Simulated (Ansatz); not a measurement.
Task: a convergence test of the plane-wave cutoff of GaP, space group F-43m, with Ansatz 0.2.0 through its Python package. Give the script and its output. Use (first run): r2SCAN, PAW, cutoff 250 eV, 6×6×6 k-points, Fermi-Dirac smearing of 0.1 eV. The script varies cutoff (eV): 250, 325, 400, 475.

```cif
data_structure
_symmetry_space_group_name_H-M 'P 1'
_symmetry_Int_Tables_number 1
_cell_length_a 3.8541
_cell_length_b 3.8541
_cell_length_c 3.8541
_cell_angle_alpha 60.000
_cell_angle_beta 60.000
_cell_angle_gamma 60.000
_cell_volume 40.48
loop_
_atom_site_label
_atom_site_type_symbol
_atom_site_fract_x
_atom_site_fract_y
_atom_site_fract_z
_atom_site_occupancy
Ga1 Ga 0.00000 0.00000 0.00000 1
P1 P 0.25000 0.25000 0.25000 1
```

Script `ecut_gap.py`:
```python
"""Cutoff test for GaP."""

import csv
import warnings

import ansatz

warnings.simplefilter("ignore", ansatz.DeckWarning)

cell = (
    ansatz.Lattice.of([0.0, 2.72525, 2.72525], [2.72525, 0.0, 2.72525], [2.72525, 2.72525, 0.0])
    .atom("Ga", [0.0, 0.0, 0.0])
    .atom("P", [0.25, 0.25, 0.25])
)

job = cell.calculation()
job = job.occupations("fermi_dirac", width=0.1).functional("r2scan")
job = job.scf(tolerance=1e-07, extra_bands=2).mixing("msr1")
job = job.kpoints(6, center="monkhorst-pack")

rows = []
for value in [250, 325, 400, 475]:
    r = job.basis(value).run().report
    rows.append((value, r["free_energy_ev"] / len(r["lattice"]["sites"]), r["n_iterations"], r["n_pw"]))

with open("ecut.csv", "w", newline="") as handle:
    writer = csv.writer(handle)
    writer.writerow(["cutoff (eV)", "F/atom (eV)", "iterations", "plane waves"])
    writer.writerows([round(v, 5) if isinstance(v, float) else v for v in row] for row in rows)

# the last row is the reference
for row in rows[:-1]:
    shift = 1000 * (row[1] - rows[-1][1])
    print(f"{row[0]}: {shift:+.2f} meV/atom" + ("  (within 1 meV)" if abs(shift) < 1 else ""))
```

```console
$ python ecut_gap.py
250: +718.77 meV/atom
325: +21.73 meV/atom
400: +2.21 meV/atom
```

File `ecut.csv` afterwards:
```csv
cutoff (eV),F/atom (eV),iterations,plane waves
250,-2274.5231,7,339
325,-2275.22015,6,537
400,-2275.23967,6,725
475,-2275.24188,6,941
```

Notes:
- The mesh has less symmetry than the crystal, which the program warned of.
- The starting cell is as deposited in a crystallographic database; the results hold for this polymorph, which needn't be the stable one.
- Shifts are counted from the last row, which is itself no proven limit.
- The script silences the warnings on its input, which a real study should read.
- It ran for 9.9 s on 1 thread of Arm Neoverse V1, with other jobs on the host, peak memory 0.42 GiB.
